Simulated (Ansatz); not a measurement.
# CH2ClNOSi: up Jacob's ladder to CCSD(T)

How much do the methods differ for CH2ClNOSi? The plan is to run it at one geometry with functionals of several rungs and with coupled cluster, and see how far each lands from CCSD(T) at the basis-set limit for the atomisation energy.

Computed with Ansatz 0.2.0, Gaussian basis. Level: functionals in def2-TZVPP, the program's frozen cores in correlated methods.

Levels to be run: LDA (SPW92), PBE-D4, revPBE-D4, BLYP-D4, r2SCAN-D4, B97M-V, PBE0-D4, B3LYP-D4, r2SCANh-D4, r2SCAN0-D4, HSE06-D4, BHLYP-D4, CAM-B3LYP-D4, LC-ωPBE, ωB97X-V, ωB97M-V, B2PLYP, PBE-QIDH; CCSD(T)/def2-SVP; CCSD(T)/def2-TZVPP; CCSD(T)/def2-QZVPP; extrapolation to the limit; RPA on PBE.

## Step 1: The geometry

All runs share one geometry, relaxed beforehand with PBE0-D4 in a triple-zeta def2 set.

SMILES `O=C=N[SiH2]Cl`, 7 atoms, charge 0, spin multiplicity 1.

Atoms are counted from 1 here; the program's logs count them from 0.

Bond lengths: O1–C2 1.161 Å, C2–N3 1.197 Å, N3–Si4 1.699 Å, Si4–Cl5 2.046 Å, Si4–H6 1.475 Å, Si4–H7 1.475 Å. Angles: O1–C2–N3 177.6°, C2–N3–Si4 156.8°, N3–Si4–Cl5 110.4°, N3–Si4–H6 108.7°, N3–Si4–H7 108.7°, Cl5–Si4–H6 108.4°, Cl5–Si4–H7 108.3°, H6–Si4–H7 112.3°.

## Step 2: LDA

This LDA is Slater exchange with PW92 correlation.

in.yaml

```yaml
crystal:
  periodic: [false, false, false]
  atoms:
    - {symbol: O, position_ang: [0.214688, -0.874143, -2.858179]}
    - {symbol: C, position_ang: [-0.022786, -0.631853, -1.747643]}
    - {symbol: N, position_ang: [-0.309384, -0.408624, -0.607363]}
    - {symbol: Si, position_ang: [-0.123930, 0.241148, 0.951689]}
    - {symbol: Cl, position_ang: [1.598743, 1.338694, 1.065283]}
    - {symbol: H, position_ang: [-1.263748, 1.134981, 1.230811]}
    - {symbol: H, position_ang: [-0.032383, -0.868204, 1.919703]}
basis:
  gaussian: {orbitals: def2-TZVPP}
hamiltonian: {xc: lda}
output: {orbitals: {seedname: orbitals}}
```

Started as:

```bash
$ ansatz run in.yaml --threads 2 --pin off --events-out ev --progress --plain --max-ram 32768MiB --backend cpu
```

After this run come: PBE-D4 (GGA); revPBE-D4 (GGA); BLYP-D4 (GGA); r2SCAN-D4 (meta-GGA); B97M-V (meta-GGA); B3LYP-D4 (hybrid); r2SCANh-D4 (hybrid); r2SCAN0-D4 (hybrid); HSE06-D4 (hybrid); BHLYP-D4 (hybrid); CAM-B3LYP-D4 (range-separated); LC-ωPBE (range-separated); ωB97X-V (range-separated); ωB97M-V (range-separated); B2PLYP (double hybrid); PBE-QIDH (double hybrid); CCSD(T) in def2-SVP; CCSD(T) in def2-TZVPP; CCSD(T) in def2-QZVPP; RPA on PBE orbitals.

Before running them: what should the planned runs give, taken together? Wanted: atomisation energy, CCSD(T)/CBS; farthest beyond LDA; mean size of error, GGA; mean size of error, meta-GGA; mean size of error, hybrid; mean size of error, range-separated; mean size of error, double hybrid; gap, smallest and largest; T1 diagnostic.

**Answer**, as computed:

```
                               quantity                                      value
        atomisation energy, CCSD(T)/CBS                              2853.6 kJ/mol
 functionals within 14.3 kJ/mol (0.5 %)              B3LYP-D4, r2SCANh-D4, LC-ωPBE
                    farthest beyond LDA                   BHLYP-D4 (-125.3 kJ/mol)
                mean size of error, GGA                                62.0 kJ/mol
           mean size of error, meta-GGA                                29.5 kJ/mol
             mean size of error, hybrid                                39.8 kJ/mol
    mean size of error, range-separated                                15.9 kJ/mol
      mean size of error, double hybrid                                15.8 kJ/mol
              gap, smallest and largest  6.07 eV (LDA (SPW92)), 13.53 eV (LC-ωPBE)
                          T1 diagnostic                                     0.0144
triples share of the correlation energy                                      4.5 %
```

In words: LDA overbinds by 493.1 kJ/mol (17 %). PBE-D4 misses by +117.1 kJ/mol. Double hybrids carry the basis error of their MP2 part in triple zeta, and no dispersion term here, so their miss is partly the set-up's. Taken by rung, double hybrid functionals do best (15.8 kJ/mol on average) and GGA ones worst beyond LDA (62.0 kJ/mol). The gap between the best rungs is small, so their order is not settled. Misses under about 14.3 kJ/mol are within the doubt on the reference itself, which lacks core-valence correlation, relativity and higher excitations. Hartree-Fock recovers 68 % of the binding; the rest is correlation. CCSD(T) in def2-SVP is off by -208.8 kJ/mol, more than most functionals: a good method in a small basis is no reference. Orbital gaps span 6.1 to 13.5 eV; exact exchange widens them.
